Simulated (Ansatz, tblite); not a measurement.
# The cluster Au5Se2+: one state, many levels

One table from this session's results is given with a row withheld; the runs are named, their logs left out.

The runs use Ansatz 0.2.0, Gaussian basis; as each input shows.

Plan: GFN1-xTB, GFN2-xTB, PBE-D4/def2-TZVP, r2SCAN-D4/def2-TZVP, r2SCAN0-D4/def2-TZVP, HSE06-D4/def2-TZVP, LDA/def2-TZVP, PBE-D4/def2-SVP, PBE0-D4/def2-SVP, MP2/def2-TZVP, RPA/def2-TZVP.

2 further runs of the same task are left out: 2 set aside as unsound or not needed. Runs told in other sessions of the task aren't counted.

### The relaxed structure

The singlet was relaxed beforehand with PBE0-D4/def2-SVP. At that level it is the lowest of the isomers that a small search found.

7 atoms, charge 1, spin multiplicity 1.

Bond lengths: Au1–Se6 2.394 Å, Au2–Se6 2.447 Å, Au2–Se7 2.447 Å, Au3–Se7 2.394 Å, Au4–Se6 2.394 Å, Au5–Se7 2.394 Å. Angles: Se6–Au2–Se7 179.6°, Au1–Se6–Au2 92.7°, Au1–Se6–Au4 91.4°, Au2–Se6–Au4 93.0°, Au2–Se7–Au3 93.0°, Au2–Se7–Au5 92.7°, Au3–Se7–Au5 91.4°.

Au takes a core potential in the def2 sets. No spin-orbit coupling is included. The ion is computed in the gas phase, without counter-ions or solvent.

PBE0-D4/def2-TZVP was run before; its log isn't repeated, and its numbers join the tables.

Set-up of the first run:

Tight binding, by tblite at 300 K electronic temperature and without a spin-polarisation term:

```python
tblite.interface.Calculator('GFN1-xTB', numbers, positions, charge=1, uhf=0).singlepoint()
```

Tight binding, by tblite at 300 K electronic temperature and without a spin-polarisation term:

```python
tblite.interface.Calculator('GFN2-xTB', numbers, positions, charge=1, uhf=0).singlepoint()
```

start.molden holds the orbitals of an earlier run on this state, given as this run's starting guess.

Input file in.yaml:

```yaml
crystal:
  periodic: [false, false, false]
  atoms:
    - {symbol: Au, position_ang: [3.346286, 1.069129, 0.257183]}
    - {symbol: Au, position_ang: [0.028677, -0.027469, 0.013905]}
    - {symbol: Au, position_ang: [-3.310073, -1.015537, -0.444368]}
    - {symbol: Au, position_ang: [0.924632, 3.288518, -0.720026]}
    - {symbol: Au, position_ang: [-1.059331, -3.247733, 0.859140]}
    - {symbol: Se, position_ang: [1.233721, 1.791091, 1.121559]}
    - {symbol: Se, position_ang: [-1.163902, -1.857999, -1.087404]}
basis:
  gaussian: {orbitals: def2-TZVP, initial_orbitals: start.molden}
total_charge: 1
hamiltonian: {xc: pbe, dispersion: d4}
scf: {omitted_lower_state_checks: [starts]}
output: {forces: true, orbitals: {seedname: orbitals}}
```

On the command line:

```console
$ ansatz run in.yaml --threads 4 --pin off --events-out ev --progress --plain --max-ram 4787MiB
```

Among the steps run: PBE-D4/def2-TZVP; r2SCAN-D4/def2-TZVP; r2SCAN0-D4/def2-TZVP; HSE06-D4/def2-TZVP; LDA/def2-TZVP; PBE-D4/def2-SVP; PBE0-D4/def2-SVP; MP2/def2-TZVP; RPA/def2-TZVP.

One table of the session follows, with a row left open; its other results are not shown here.

It belongs to the step «Levels side by side». 

| level | HOMO (eV) | LUMO (eV) | gap (eV) |
| --- | --- | --- | --- |
| LDA/def2-TZVP | -10.12 | -8.04 | 2.07 |
| PBE-D4/def2-SVP | ? | ? | ? |
| PBE-D4/def2-TZVP | -9.80 | -7.67 | 2.13 |
| r2SCAN-D4/def2-TZVP | -9.94 | -7.44 | 2.50 |
| PBE0-D4/def2-SVP | -10.75 | -6.68 | 4.07 |
| PBE0-D4/def2-TZVP | -10.66 | -6.66 | 4.00 |
| r2SCAN0-D4/def2-TZVP | -10.80 | -6.54 | 4.26 |
| HSE06-D4/def2-TZVP | -10.29 | -7.03 | 3.26 |

Q: Estimate the row for PBE-D4/def2-SVP from the others.

The run gave: HOMO (eV): -9.86; LUMO (eV): -7.67; gap (eV): 2.19. In the column «HOMO (eV)» it lies between r2SCAN-D4/def2-TZVP (-9.94) and PBE-D4/def2-TZVP (-9.80).
